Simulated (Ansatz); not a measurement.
# C₂H₆B₂: small, medium and large basis sets

Aim: see how fast density functionals converge with the basis set for C₂H₆B₂.

Program: Ansatz 0.2.0, Gaussian basis. Level of theory: one geometry, several basis sets. These are calculated values, not measurements.

Plan: PBE0-D4/def2-SVP; ωB97M-V/def2-SVP; PBE0-D4/def2-QZVPP; ωB97M-V/def2-QZVPP; the functionals' def2-TZVPP values are taken from earlier runs.

## Step 1: The relaxed structure

The geometry comes from an earlier relaxation with PBE0-D4 in a triple-zeta def2 set; it is a stationary point, not always the lowest conformer.

10 atoms, charge 0, spin multiplicity 1.

Atoms are counted from 1 here; the program's logs count them from 0.

Bond lengths: B1–C2 1.548 Å, B1–H5 1.197 Å, B1–H6 1.200 Å, C2–B3 1.548 Å, C2–C4 1.353 Å, B3–H7 1.200 Å, B3–H8 1.197 Å, C4–H9 1.089 Å, C4–H10 1.089 Å. Angles: C2–B1–H5 121.4°, C2–B1–H6 119.5°, H5–B1–H6 119.0°, B1–C2–B3 124.8°, B1–C2–C4 117.6°, B3–C2–C4 117.6°, C2–B3–H7 119.5°, C2–B3–H8 121.4°, H7–B3–H8 119.0°, C2–C4–H9 121.9°, C2–C4–H10 121.9°, H9–C4–H10 116.2°.

## Step 2: PBE0-D4 in def2-SVP

Input file in.yaml:

```yaml
crystal:
  periodic: [false, false, false]
  atoms:
    - {symbol: B, position_ang: [-1.154679, 0.579363, -0.822370]}
    - {symbol: C, position_ang: [0.016177, 0.005638, 0.011718]}
    - {symbol: B, position_ang: [0.522434, -1.455146, -0.063000]}
    - {symbol: C, position_ang: [0.643906, 0.842911, 0.868581]}
    - {symbol: H, position_ang: [-1.754664, -0.098762, -1.604568]}
    - {symbol: H, position_ang: [-1.470996, 1.728963, -0.685092]}
    - {symbol: H, position_ang: [1.439619, -1.799401, 0.630355]}
    - {symbol: H, position_ang: [0.018896, -2.253230, -0.798650]}
    - {symbol: H, position_ang: [1.476722, 0.513816, 1.488431]}
    - {symbol: H, position_ang: [0.345587, 1.884650, 0.977594]}
basis:
  gaussian: {orbitals: def2-SVP}
hamiltonian: {xc: pbe0, dispersion: d4}
output: {orbitals: {seedname: orbitals}}
```

The run is started by

```bash
> ansatz run in.yaml --threads 2 --pin off --events-out ev --progress --plain --max-ram 4352MiB
```

Further steps of the session: ωB97M-V in def2-SVP; PBE0-D4 in def2-QZVPP; ωB97M-V in def2-QZVPP.

Q: Predict the results of all the runs planned. Wanted: PBE0-D4: double and triple zeta above quadruple; ωB97M-V: double and triple zeta above quadruple.

The runs gave:

| quantity | value |
| --- | --- |
| PBE0-D4: double and triple zeta above quadruple | 4.04, 0.21 eV |
| ωB97M-V: double and triple zeta above quadruple | 4.31, 0.20 eV |

What this shows: For PBE0-D4 the step from double to triple zeta gains 3.82 eV and the next only 0.21 eV. These are total energies; as a rule much of such shifts cancels in differences, which this series doesn't test.
